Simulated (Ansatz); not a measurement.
# VClO: the cost of one run

Computed with Ansatz 0.2.0 (DFT PBEsol+U (U = 4 eV, J = 0.7 eV on V d), plane waves, PAW, unless a step's input says otherwise).

1 further run of the same task is left out (it didn't finish).

## Step 1: The system as given

Symmetry: Pmmn, No. 59, orthorhombic system. The conventional cell has a = 3.300 Å, b = 3.780 Å, c = 7.910 Å, α = 90.00°, β = 90.00°, γ = 90.00°. V (site symmetry mm2) has 4 O at 1.97 to 2.08 Å and 2 Cl at 2.36 Å as nearest neighbours. Cl (site symmetry mm2) has 2 V at 2.36 Å as nearest neighbours. O (site symmetry mm2) is surrounded by 4 V at 1.97 to 2.08 Å.

As a file:

```cif
data_structure
_symmetry_space_group_name_H-M 'P 1'
_symmetry_Int_Tables_number 1
_cell_length_a 3.3000
_cell_length_b 3.7800
_cell_length_c 7.9100
_cell_angle_alpha 90.000
_cell_angle_beta 90.000
_cell_angle_gamma 90.000
_cell_volume 98.67
loop_
_atom_site_label
_atom_site_type_symbol
_atom_site_fract_x
_atom_site_fract_y
_atom_site_fract_z
_atom_site_occupancy
V1 V 0.00000 0.50000 0.11480 1
V2 V 0.50000 0.00000 0.88520 1
Cl1 Cl 0.50000 0.50000 0.32790 1
Cl2 Cl 0.00000 0.00000 0.67210 1
O1 O 0.50000 0.50000 0.95420 1
O2 O 0.00000 0.00000 0.04580 1
```

An earlier series on this cell reached its lowest free state from «ferromagnetic start, free, symmetry kept, no search», perhaps among other starts.

## Step 2: Total moment locked, 1.00 μB per cell

File input.yaml:

```yaml
crystal:
  lattice:
    - [3.29999955, 0.0, 0.0]
    - [0.0, 3.77999949, 0.0]
    - [0.0, 0.0, 7.90999893]
  atoms:
    - { symbol: V, position: [0.0, 0.5, 0.1148], spin: 0.5 }
    - { symbol: V, position: [0.5, 0.0, 0.8852], spin: 0.5 }
    - { symbol: Cl, position: [0.5, 0.5, 0.3279] }
    - { symbol: Cl, position: [0.0, 0.0, 0.6721] }
    - { symbol: O, position: [0.5, 0.5, 0.9542] }
    - { symbol: O, position: [0.0, 0.0, 0.0458] }
basis:
  ecutwfc: 420
  ecutrho_ratio: 4
kpoints:
  mp_grid: { grid: [6, 5, 3] }
hamiltonian:
  xc: pbesol
  hubbard:
    sites:
      - { site: 0, l: d, u: 4.0, j: 0.7 }
      - { site: 1, l: d, u: 4.0, j: 0.7 }
scf:
  occupations: { method: gaussian, width: 0.05 }
  lower_state_search: "off"
  max_iter: 150
output:
  forces: true
  stress: true
  eigenvalues: true
  populations: true
  hubbard: { sites: [{ site: 0, l: d }, { site: 1, l: d }] }
magnetization:
  spin_polarized: true
  initial_magnetization: 1.0
  spin_locking: { lock_magnetization: hard }
```

The lock stays on to the end, so the result is a constrained state.

On the command line:

```console
> ansatz run input.yaml --threads 4 --pin off --max-ram 6144MiB --backend cpu --events-out ev --progress --plain --runs-dir out
```

What time and memory should one allow on 4 threads of Arm Neoverse V2, shared host?

About 5.3 s, with a peak of 0.55 GiB.
